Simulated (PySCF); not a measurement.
# C4H5ClF2O: the cost of one run

Programs: PySCF 2.14.0, with routines of our own; each step states its level. All values are computed. Atoms count from 0.

## 1. The starting structure

13 atoms, charge 0, multiplicity 1; geometry from: GFN2-xTB.

## 2. Magnetic properties: GIAO KT3/pcSseg-1

Job settings and geometry (Å):

```
{"job": {"kind": "mag", "xc": "KT3", "basis": "pcSseg-1", "isotopologues": 2}, "charge": 0, "multiplicity": 1}
C     -1.265225     0.516267    -0.629434
C     -0.652646    -0.683144     0.070330
F     -0.366389    -1.673028    -0.837510
C      0.646031    -0.340447     0.839047
F      0.288387     0.328736     1.979990
C      1.588881     0.532985     0.035340
O      1.753243     1.697748     0.148267
Cl     2.453390    -0.413229    -1.164524
H     -2.216364     0.236319    -1.075045
H     -1.426674     1.309458     0.094900
H     -0.604302     0.876940    -1.414076
H     -1.353731    -1.121181     0.794009
H      1.151009    -1.266939     1.140978
```

Level: GIAO KT3/pcSseg-1 magnetisability, rotational g tensor and spin-rotation constants, non-relativistic, gas phase.

The run is started by

```
$ OMP_NUM_THREADS=1 python excited_run.py task.json out
```

One launch serves the whole session: the jobs run in the order shown.

Q: Estimate the wall time and peak memory of this first job on 1 thread of Arm Neoverse V1, shared host.

About 34 s, with a peak of 0.61 GiB.
